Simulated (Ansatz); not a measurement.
**TeH₄N+ (SMILES [NH3+][TeH]): single points off equilibrium**

The task here is to estimate one member of a computed series from the others.

The runs use Ansatz 0.2.0, Gaussian basis; single points in def2-TZVPP.

Correlated methods freeze the cores. Filled d shells of the heavier atoms are correlated. Core potentials replace the inner electrons past krypton, and spin-orbit coupling is left out.

1 further run of the same task is left out (it didn't finish).

### Where the work starts

6 atoms, charge 1, spin multiplicity 1.

Atoms are counted from 1 here; the program's logs count them from 0.

Bond lengths: N1–Te2 2.226 Å, N1–H3 1.037 Å, N1–H4 1.087 Å, N1–H5 1.091 Å, Te2–H6 1.707 Å. Angles: Te2–N1–H3 107.6°, Te2–N1–H4 116.7°, Te2–N1–H5 109.7°, H3–N1–H4 110.5°, H3–N1–H5 104.6°, H4–N1–H5 107.1°, N1–Te2–H6 91.3°.

Geometry (Å):

```xyz
6
charge 1, multiplicity 1
N     0.0721   -0.4341   -0.4765
Te    0.2829    0.3023    1.6138
H     0.5607    0.2379   -1.0964
H    -0.9398   -0.6127   -0.8318
H     0.6224   -1.3684   -0.5948
H    -0.4886    1.7718    1.2167
```

Set-up of the first run:

run/in.yaml reads:

```yaml
crystal:
  periodic: [false, false, false]
  atoms:
    - {symbol: N, position_ang: [0.072071, -0.434065, -0.476496]}
    - {symbol: Te, position_ang: [0.282945, 0.302278, 1.613802]}
    - {symbol: H, position_ang: [0.560723, 0.237930, -1.096430]}
    - {symbol: H, position_ang: [-0.939823, -0.612737, -0.831815]}
    - {symbol: H, position_ang: [0.622394, -1.368382, -0.594777]}
    - {symbol: H, position_ang: [-0.488643, 1.771814, 1.216741]}
basis:
  gaussian: {orbitals: def2-TZVPP}
total_charge: 1
hamiltonian: {xc: pbe, dispersion: d4}
output: {forces: true}
```

On the command line:

```bash
> ansatz run in.yaml --threads 2 --pin off --events-out ev --progress --plain --max-ram 3481MiB
```

Steps of the session up to this table: PBE-D4/def2-TZVPP; r2SCAN-D4/def2-TZVPP; PBE0-D4/def2-TZVPP; wB97M-V/def2-TZVPP; CCSD(T)/def2-TZVPP.

One table of the session follows, with a row left open; its other results are not shown here.

```
   method  RMS force component (eV/Å)  angle to CCSD(T) forces (°)
   PBE-D4                           ?                            ?
r2SCAN-D4                       0.956                          4.1
  PBE0-D4                       0.980                          3.2
  wB97M-V                       0.989                          0.8
  CCSD(T)                       0.965                    reference
```

Q: Estimate the row for PBE-D4 from the others.

**Answer.** RMS force component (eV/Å): 0.829; angle to CCSD(T) forces (°): 9.7. In the column «RMS force component (eV/Å)» it is the lowest.
